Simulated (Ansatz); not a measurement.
# C₂H₃ClSn: up Jacob's ladder to CCSD(T)

Aim: compute C₂H₃ClSn with functionals from several rungs and with coupled cluster, and see how far each lands from CCSD(T) at the basis-set limit for the atomisation energy.

The runs use Ansatz 0.2.0, Gaussian basis; functionals in def2-TZVPP, the program's frozen cores in correlated methods.

Plan: LDA (SPW92), PBE-D4, revPBE-D4, BLYP-D4, r2SCAN-D4, B97M-V, PBE0-D4, B3LYP-D4, r2SCANh-D4, r2SCAN0-D4, HSE06-D4, BHLYP-D4, CAM-B3LYP-D4, LC-ωPBE, ωB97X-V, ωB97M-V, B2PLYP, PBE-QIDH; CCSD(T)/def2-SVP; CCSD(T)/def2-TZVPP; CCSD(T)/def2-QZVPP; extrapolation to the limit; RPA on PBE.

## Step 1: Structure used throughout

The geometry comes from an earlier relaxation with PBE0-D4 in a triple-zeta def2 set; it is a stationary point, not always the lowest conformer. Sn takes the def2 core potential; no spin-orbit term is included.

SMILES `C#[C][SnH2][Cl]`, 7 atoms, charge 0, spin multiplicity 1.

Atoms are counted from 1 here; the program's logs count them from 0.

Bond lengths: C1–C2 1.206 Å, C1–H5 1.066 Å, C2–Sn3 2.070 Å, Sn3–Cl4 2.326 Å, Sn3–H6 1.696 Å, Sn3–H7 1.696 Å. Angles: C2–C1–H5 179.6°, C1–C2–Sn3 179.3°, C2–Sn3–Cl4 106.5°, C2–Sn3–H6 110.5°, C2–Sn3–H7 110.5°, Cl4–Sn3–H6 106.8°, Cl4–Sn3–H7 106.8°, H6–Sn3–H7 115.2°.

## Step 2: LDA

This LDA is Slater exchange with PW92 correlation.

File in.yaml:

```yaml
crystal:
  periodic: [false, false, false]
  atoms:
    - {symbol: C, position_ang: [0.327744, -2.043462, 0.647256]}
    - {symbol: C, position_ang: [0.191180, -0.891095, 0.319750]}
    - {symbol: Sn, position_ang: [-0.023658, 1.094371, -0.225957]}
    - {symbol: Cl, position_ang: [-1.694483, 1.157267, -1.843485]}
    - {symbol: H, position_ang: [0.443837, -3.064399, 0.932685]}
    - {symbol: H, position_ang: [-0.577050, 2.014834, 1.086707]}
    - {symbol: H, position_ang: [1.393728, 1.664485, -0.962556]}
basis:
  gaussian: {orbitals: def2-TZVPP}
hamiltonian: {xc: lda}
output: {orbitals: {seedname: orbitals}}
```

Launch:

```sh
$ ansatz run in.yaml --threads 2 --pin off --events-out ev --progress --plain --max-ram 32768MiB --backend cpu
```

After this run come: PBE-D4 (GGA); revPBE-D4 (GGA); BLYP-D4 (GGA); r2SCAN-D4 (meta-GGA); B97M-V (meta-GGA); PBE0-D4 (hybrid); B3LYP-D4 (hybrid); r2SCANh-D4 (hybrid); r2SCAN0-D4 (hybrid); HSE06-D4 (hybrid); BHLYP-D4 (hybrid); CAM-B3LYP-D4 (range-separated); LC-ωPBE (range-separated); ωB97X-V (range-separated); ωB97M-V (range-separated); B2PLYP (double hybrid); PBE-QIDH (double hybrid); CCSD(T) in def2-SVP; CCSD(T) in def2-TZVPP; CCSD(T) in def2-QZVPP; RPA on PBE orbitals.

**Question.** What will the summary of the whole plan be? Wanted: atomisation energy, CCSD(T)/CBS; farthest beyond LDA; mean size of error, GGA; mean size of error, meta-GGA; mean size of error, hybrid; mean size of error, range-separated; mean size of error, double hybrid; gap, smallest and largest; T1 diagnostic.

The runs gave:

```
                               quantity                                                   value
        atomisation energy, CCSD(T)/CBS                                          573.2 kcal/mol
functionals within 5.7 kcal/mol (1.0 %)  r2SCAN-D4, B97M-V, PBE0-D4, HSE06-D4, ωB97X-V, ωB97M-V
                    farthest beyond LDA                               BHLYP-D4 (-25.5 kcal/mol)
                mean size of error, GGA                                            8.5 kcal/mol
           mean size of error, meta-GGA                                            4.3 kcal/mol
             mean size of error, hybrid                                           11.2 kcal/mol
    mean size of error, range-separated                                            5.2 kcal/mol
      mean size of error, double hybrid                                            9.1 kcal/mol
              gap, smallest and largest               5.13 eV (LDA (SPW92)), 12.26 eV (LC-ωPBE)
                          T1 diagnostic                                                  0.0126
triples share of the correlation energy                                                   4.1 %
```

**Reading.** LDA overbinds by 79.6 kcal/mol (14 %). PBE-D4 misses by +6.9 kcal/mol. Double hybrids carry the basis error of their MP2 part in triple zeta, and no dispersion term here, so their miss is partly the set-up's. The rungs meta-GGA, range-separated miss on average by less than the doubt on the reference (5.7 kcal/mol), so they tie. Misses under about 5.7 kcal/mol are within the doubt on the reference itself, which lacks core-valence correlation, spin-orbit coupling and higher excitations, and its outer-core shells are covered unevenly. All levels share the lack of spin-orbit coupling, which lowers the free heavy atoms and so the true binding. Hartree-Fock recovers 71 % of the binding; the rest is correlation. CCSD(T) in def2-SVP is off by -39.3 kcal/mol, worse than the median functional, from the basis alone. The gap grows from 5.1 to 12.3 eV across the functionals, mostly with the share of exact exchange. Correlated methods include outer-core shells of Sn, which these sets cover unevenly.
